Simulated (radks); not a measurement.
# Fractional charge and spin in the 5p shell of promethium

An exercise on one series of results from a longer session: the logs are not shown, and one member is left open.

Method: scalar-relativistic Kohn-Sham, LDA (Slater exchange, Perdew-Wang correlation), spin-polarised, spherical densities, finite nucleus. Code: radks (a radial shooting solver on a logarithmic mesh, Libxc functionals) version 1.

## The system

| Quantity | Value |
| --- | --- |
| element | promethium (Z = 61) |
| configuration | [Kr] 4d10 4f(up 2.5, down 2.5) 5s2 6s2 5p(up 3, down 3) |
| nuclear rms radius | 4.962 fm |

A shell typed twice in an input gives spin up, then spin down.

The first run:

The run's settings:

```text
Z 61
configuration [Kr] 4d10 4f2.5 4f2.5 5s2 6s2 5p3 5p3
relativity scalar-relativistic
functional lda,pw
spin polarised
nucleus finite rms 4.962 fm
c 137.035999084
```

Among the steps run: 5p: up 3, down 3.

One of the session's tables, all rows but one given; the rest of the session is left out.

It belongs to the step «5p: up 3, down 3». From the orbitals of this run (lengths in bohr):

| level | <r> | outermost maximum (interpolated) | 90 % within | nodes |
| --- | --- | --- | --- | --- |
| 3d | 0.2363 | 0.192 | 0.369 | 0 |
| 4s | 0.5932 | 0.552 | 0.853 | 3 |
| 4p | 0.6282 | 0.576 | 0.914 | 2 |
| 4d | 0.6886 | 0.602 | 1.04 | 1 |
| 5s | ? | ? | ? | ? |
| 5p | 1.696 | 1.46 | 2.50 | 3 |
| 6s | 4.317 | 3.66 | 6.38 | 5 |
| 4f | 1.067 | 0.636 | 1.89 | 0 |

Estimate the missing values for 5s.

As computed: <r>: 1.439; outermost maximum (interpolated): 1.29; 90 % within: 2.08; nodes: 4. In the column «<r>» it lies between 4f (1.067) and 5p (1.696).
